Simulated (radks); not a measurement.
**Ionisation energy and size from Mg to Ar**

An exercise on one series of results from a longer session: the logs are not shown, and one member is left open.

The numbers are computed with radks (a radial shooting solver on a logarithmic mesh, Libxc functionals) version 1 (non-relativistic Kohn-Sham, LDA (Slater exchange, Perdew-Wang correlation), spin-polarised, spherical densities, point nucleus; open shells are filled with parallel spins first), except any that are marked as measured or tabulated.

### What is computed

```
species : Mg, Al, Si, P, S, Cl, Ar
runs    : 14, each species and its next ion
```

The first run:

The run's settings:

```text
Z 12
configuration [Ne] 3s2
relativity non-relativistic
functional lda,pw
spin polarised
nucleus point
```

Steps of the session up to this table: Mg, [Ne] 3s2; Mg⁺, [Ne] 3s1; Al, [Ne] 3s2 3p1; Al⁺, [Ne] 3s2; Si, [Ne] 3s2 3p2; Si⁺, [Ne] 3s2 3p1; P, [Ne] 3s2 3p3; P⁺, [Ne] 3s2 3p2; S, [Ne] 3s2 3p4; S⁺, [Ne] 3s2 3p3; Cl, [Ne] 3s2 3p5; Cl⁺, [Ne] 3s2 3p4; Ar, [Ar]; Ar⁺, [Ne] 3s2 3p5.

One table of the session follows, with a row left open; its other results are not shown here.

```
species  Δ-SCF (eV)  −ε(HOMO) (eV)  its <r> (bohr)
     Mg       7.726          4.775            3.14
     Al           ?              ?               ?
     Si       8.269          4.624            2.74
      P      10.531          6.288            2.33
      S      10.550          6.220            2.12
     Cl      13.252          8.291            1.86
     Ar      15.937         10.401            1.67
```

**Question.** Estimate the row for Al.

**Answer.** Δ-SCF (eV): 5.998; −ε(HOMO) (eV): 3.021; its <r> (bohr): 3.39. In the column «Δ-SCF (eV)» it is the lowest.

What this shows: Reference values: NIST Atomic Spectra Database (exp. measured, semi-emp. semi-empirical, theory a theoretical value adopted there). By these runs, which need not match the measured order, Ar holds its electron most tightly (15.937 eV) and Al least (5.998 eV); the widest outer orbital is the 3p of Al. The Δ-SCF values miss the measured or semi-empirical entries by +1.2 % in the signed mean; the largest miss is +2.2 % (Cl). Open shells are spherical and high-spin; term and fine-structure splittings are not resolved.

**Measured values.**

From NIST Atomic Spectra Database: ionisation energy of Mg 7.64624 eV; ionisation energy of Al 5.98577 eV; ionisation energy of Si 8.15168 eV; ionisation energy of P 10.4867 eV; ionisation energy of S 10.36 eV; ionisation energy of Cl 12.9676 eV; ionisation energy of Ar 15.7596 eV.
